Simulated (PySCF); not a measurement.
# Ne⁺, Ne²⁺: ionisation energy in aug-cc-pVDZ-DK

Wanted: the ionisation energy of neon, up a ladder of methods.

The numbers are computed with PySCF 2.14.0 (unrestricted determinants in a Gaussian basis, no spin-orbit coupling in the energies), except any that are marked as measured or tabulated.

6 further runs of the same task are left out: 6 set aside as unsound or not needed.

### Step 1. The atom as given

```
Element                                   : neon (Z = 10)
Basis                                     : aug-cc-pVDZ-DK
Hamiltonian                               : the spin-free X2C one-electron Hamiltonian (Gaussian nucleus)
State 1                                   : Ne⁺: [He] 2s2 2p5, 2P determinant
State 2                                   : Ne²⁺: [He] 2s2 2p4, high-spin 3P determinant
Methods                                   : UHF, MN15, LDA, MP2, CCSD(T)
Core shells frozen in the correlated runs : valence: 1s2 (for Ne⁺)
```

Outer shells as boxes (Hund's rule):

Ne+ [He] 2s2 2p5
```
[He] core
2s [↑↓]
2p [↑↓][↑↓][↑ ]
```

Ne2+ [He] 2s2 2p4
```
[He] core
2s [↑↓]
2p [↑↓][↑ ][↑ ]
```

One driver process ran all states and methods and kept the integrals in memory. Each run is shown as a PySCF script that sums up its settings (the driver passes frozen orbitals as a list and adds second-order terms of double hybrids); the logs are those of the runs themselves. The driver starts from symmetry-adapted Hartree-Fock orbitals, holds the occupation by maximum overlap and uses a logarithmic radial grid for functionals, so a plain start would take other cycles.

The driver's launch:

```console
> OMP_NUM_THREADS=1 python atomrun2.py TASK.json OUT
```

The integrals over 23 functions and the set-up took 0.05 s of CPU time.

### Step 2. Ne⁺

Level: UHF.

Input file input.py:

```python
from pyscf import gto, scf, dft, mp, cc
import basis_set_exchange as bse
mol = gto.M(atom="Ne 0 0 0", charge=1, spin=1, symmetry="D2h",
            basis=gto.basis.parse(bse.get_basis("aug-cc-pVDZ-DK", elements=["Ne"], fmt="nwchem", header=False)),
            nucmod="G")
mf = scf.UHF(mol).sfx2c1e()
mf.irrep_nelec = {'Ag': (2, 2), 'B1u': (1, 1), 'B2u': (1, 1), 'B3u': (1, 0)}
mf.kernel()
```

Level: MN15.

Changes to input.py:

```diff
@@ -5,3 +5,3 @@
             nucmod="G")
-mf = scf.UHF(mol).sfx2c1e()
+mf = dft.UKS(mol, xc="MN15").sfx2c1e()
 mf.irrep_nelec = {'Ag': (2, 2), 'B1u': (1, 1), 'B2u': (1, 1), 'B3u': (1, 0)}
```

Level: LDA.

Changes to input.py:

```diff
@@ -5,3 +5,3 @@
             nucmod="G")
-mf = dft.UKS(mol, xc="MN15").sfx2c1e()
+mf = dft.UKS(mol, xc="LDA,VWN").sfx2c1e()
 mf.irrep_nelec = {'Ag': (2, 2), 'B1u': (1, 1), 'B2u': (1, 1), 'B3u': (1, 0)}
```

Level: MP2 (valence).

Changes to input.py:

```diff
@@ -5,4 +5,5 @@
             nucmod="G")
-mf = dft.UKS(mol, xc="LDA,VWN").sfx2c1e()
+mf = scf.UHF(mol).sfx2c1e()
 mf.irrep_nelec = {'Ag': (2, 2), 'B1u': (1, 1), 'B2u': (1, 1), 'B3u': (1, 0)}
 mf.kernel()
+mp.UMP2(mf, frozen=1).kernel()
```

Level: CCSD(T) (valence).

Changes to input.py:

```diff
@@ -8,2 +8,3 @@
 mf.kernel()
-mp.UMP2(mf, frozen=1).kernel()
+mycc = cc.CCSD(mf, frozen=1).run()
+mycc.ccsd_t()
```

### Step 3. Ne²⁺: the ladder of methods

Level: UHF.

Input file input.py:

```python
from pyscf import gto, scf, dft, mp, cc
import basis_set_exchange as bse
mol = gto.M(atom="Ne 0 0 0", charge=2, spin=2, symmetry="D2h",
            basis=gto.basis.parse(bse.get_basis("aug-cc-pVDZ-DK", elements=["Ne"], fmt="nwchem", header=False)),
            nucmod="G")
mf = scf.UHF(mol).sfx2c1e()
mf.irrep_nelec = {'Ag': (2, 2), 'B1u': (1, 0), 'B2u': (1, 1), 'B3u': (1, 0)}
mf.kernel()
```

Level: MN15.

Changes to input.py:

```diff
@@ -5,3 +5,3 @@
             nucmod="G")
-mf = scf.UHF(mol).sfx2c1e()
+mf = dft.UKS(mol, xc="MN15").sfx2c1e()
 mf.irrep_nelec = {'Ag': (2, 2), 'B1u': (1, 0), 'B2u': (1, 1), 'B3u': (1, 0)}
```

Level: LDA.

Changes to input.py:

```diff
@@ -5,3 +5,3 @@
             nucmod="G")
-mf = dft.UKS(mol, xc="MN15").sfx2c1e()
+mf = dft.UKS(mol, xc="LDA,VWN").sfx2c1e()
 mf.irrep_nelec = {'Ag': (2, 2), 'B1u': (1, 0), 'B2u': (1, 1), 'B3u': (1, 0)}
```

Level: MP2 (valence).

Changes to input.py:

```diff
@@ -5,4 +5,5 @@
             nucmod="G")
-mf = dft.UKS(mol, xc="LDA,VWN").sfx2c1e()
+mf = scf.UHF(mol).sfx2c1e()
 mf.irrep_nelec = {'Ag': (2, 2), 'B1u': (1, 0), 'B2u': (1, 1), 'B3u': (1, 0)}
 mf.kernel()
+mp.UMP2(mf, frozen=1).kernel()
```

Level: CCSD(T) (valence).

Changes to input.py:

```diff
@@ -8,2 +8,3 @@
 mf.kernel()
-mp.UMP2(mf, frozen=1).kernel()
+mycc = cc.CCSD(mf, frozen=1).run()
+mycc.ccsd_t()
```

Q: Predict the outcome of this session.

As calculated:

```
              quantity                                                      value
ionisation energy, Ne⁺  UHF 39.300, CCSD(T) (valence) 40.480 eV; reference 40.963
```

Accuracy against cost (mean over 1 difference):

| method | mean absolute miss against the measured value (with the measured fine structure taken into account where it is known) (eV) | CPU time, both states (s) |
| --- | --- | --- |
| UHF | 1.663 | 0.19 |
| MN15 | 0.337 | 0.59 |
| LDA | 0.534 | 0.2 |
| MP2 (valence) | 0.450 | 0.2 |
| SCS-MP2 (valence) | 0.501 | 0.2 |
| CCSD (valence) | 0.504 |  |
| CCSD(T) (valence) | 0.483 | 0.74 |

What this shows: MN15 lands nearest to the measured value (off by 0.34 eV); UHF misses by most (1.66 eV). Hartree-Fock falls short because the species with more electrons holds more correlation energy, which it lacks. LDA is off by +0.53 eV. All values hold for this basis alone; no basis-set limit was taken. The dearest level timed, CCSD(T) (valence), costs 3.9 times the cheapest, UHF, and differs from the measured value (with the measured fine structure taken into account where it is known) by 0.48 against 1.66 eV.
